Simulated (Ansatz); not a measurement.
# ZrSn2S3: from a guess to a relaxed structure

Where does this trial cell of ZrSn2S3 go when cell and atoms are let free?

Computed with Ansatz 0.2.0 (DFT PBE, scalar-relativistic, plane waves, PAW, unless a step's input says otherwise).

**1. The starting structure**

Symmetry: P4/mmm, No. 123, tetragonal system. Conventional cell: a = 3.567 Å, b = 3.567 Å, c = 10.799 Å, α = 90.00°, β = 90.00°, γ = 90.00°. Around Zr (site symmetry 4/mmm) lie 8 S at 3.06 Å and 2 Sn at 3.51 Å. Sn (site symmetry 4mm) has 8 S at 3.08 to 3.15 Å and 1 Zr at 3.51 Å as nearest neighbours. S (site symmetry 4mm) has 4 Zr at 3.06 Å and 4 Sn at 3.08 Å as nearest neighbours. S (site symmetry 4/mmm) is surrounded by 8 Sn at 3.15 Å.

Structure file:

```cif
data_structure
_symmetry_space_group_name_H-M 'P 1'
_symmetry_Int_Tables_number 1
_cell_length_a 3.5668
_cell_length_b 3.5668
_cell_length_c 10.7989
_cell_angle_alpha 90.000
_cell_angle_beta 90.000
_cell_angle_gamma 90.000
_cell_volume 137.38
loop_
_atom_site_label
_atom_site_type_symbol
_atom_site_fract_x
_atom_site_fract_y
_atom_site_fract_z
_atom_site_occupancy
Zr1 Zr 0.50000 0.50000 0.00000 1
Sn1 Sn 0.50000 0.50000 0.32482 1
Sn2 Sn 0.50000 0.50000 0.67518 1
S1 S 0.00000 0.00000 0.83907 1
S2 S 0.00000 0.00000 0.16093 1
S3 S 0.00000 0.00000 0.50000 1
```

A structure generator made this guess: species swapped into a database cell of Li3Tl2Cd (P4/mmm, No. 123), with S on the Li sites, Sn on the Tl sites and Zr on the Cd sites. The dimensions are guesses.

**2. Probe: one point on a coarse mesh**

File input.yaml:

```yaml
crystal:
  lattice:
    - [3.56676107, 0.0, 0.0]
    - [0.0, 3.56676107, 0.0]
    - [0.0, 0.0, 10.79885174]
  atoms:
    - { symbol: Zr, position: [0.5, 0.5, 0.0] }
    - { symbol: Sn, position: [0.5, 0.5, 0.32482469] }
    - { symbol: Sn, position: [0.5, 0.5, 0.67517531] }
    - { symbol: S, position: [0.0, 0.0, 0.83906811] }
    - { symbol: S, position: [0.0, 0.0, 0.16093189] }
    - { symbol: S, position: [0.0, 0.0, 0.5] }
basis:
  ecutwfc: 420
kpoints:
  mp_grid: { grid: [6, 6, 2] }
hamiltonian:
  xc: pbe
scf:
  occupations: { method: gaussian, width: 0.1 }
  lower_state_search: "off"
output:
  forces: true
  stress: true
  eigenvalues: true
```

The run is started by

```
$ ansatz run input.yaml --threads 1 --pin off --max-ram 2560MiB --backend cpu --events-out ev --progress --plain --runs-dir out
```

The session goes on with these runs: a loose first relaxation; spin check on a coarse mesh; final relaxation.

**Question.** What will these runs give? Wanted: conventional cell; volume; energy over the elements, grey Sn; gap on the mesh.

The runs gave:

| quantity | value |
| --- | --- |
| symmetry at the end (tolerance 0.05 Å) | space group P4/mmm (No. 123) |
| conventional cell | a = 3.354 Å, b = 3.354 Å, c = 10.923 Å, α = 90.00°, β = 90.00°, γ = 90.00° |
| volume | 20.48 Å³/atom |
| energy over the elements, grey Sn | -0.65 eV/atom |
| gap on the mesh | none (metal) |

In words: The space group P4/mmm (No. 123) is kept, and the volume per atom shrinks by 10.6 % from the first guess. It lies below the elements, which doesn't yet make it stable: competing phases were not computed in this session. No finished test with a distortion of lower symmetry is shown, so the end may be a saddle point. Other magnetic orders were not searched.
